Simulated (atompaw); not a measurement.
# Tc: the cost of one run

Method: atompaw 4.2.0.5, LDA (PW92), scalar-relativistic.

## Step 1: Starting point

Typed settings, in words:

```json
{
 "element": "technetium (Tc, Z = 43)",
 "type": "PAW",
 "frozen core": "[Ar] 3d10",
 "valence charge": "15",
 "reference configuration": "4s2 4p6 4d5 5s2 5p0",
 "partial waves": "4s (bound); 5s (bound); 4p (bound); 5p (bound, empty); 4d (bound); 4d channel at 4.7 Ry",
 "local potential": "bessel scheme, radius 2.00 bohr",
 "core correction": "smooth core density matched at 1.10 bohr",
 "augmentation charge": "sinc compensation charge, radius 1.60 bohr; PAW radius 2.14 bohr; waves and projectors: bloechl"
}
```

## Step 2: The generation run

File Tc.input:

```
Tc 43
LDA-PW scalarrelativistic loggrid 1500 logderivrange -7 5 301
5 5 4 0 0 0
5 1 0
4 2 5
0 0 0
c
c
c
v
v
c
c
v
v
c
v
2
2.14 1.60 2.00 1.10
n
n
y
4.7
n
bloechl sinc
bessel
PWSCFOUT
UPFDX 0.0125d0 UPFXMIN -7.d0 UPFZMESH 43.d0
END
```

The run is started by

```
$ atompaw < Tc.input > Tc.log
```

**Question.** How long does this run take on 1 thread of Intel Xeon 6975P-C, shared host?

About 3.4 s.
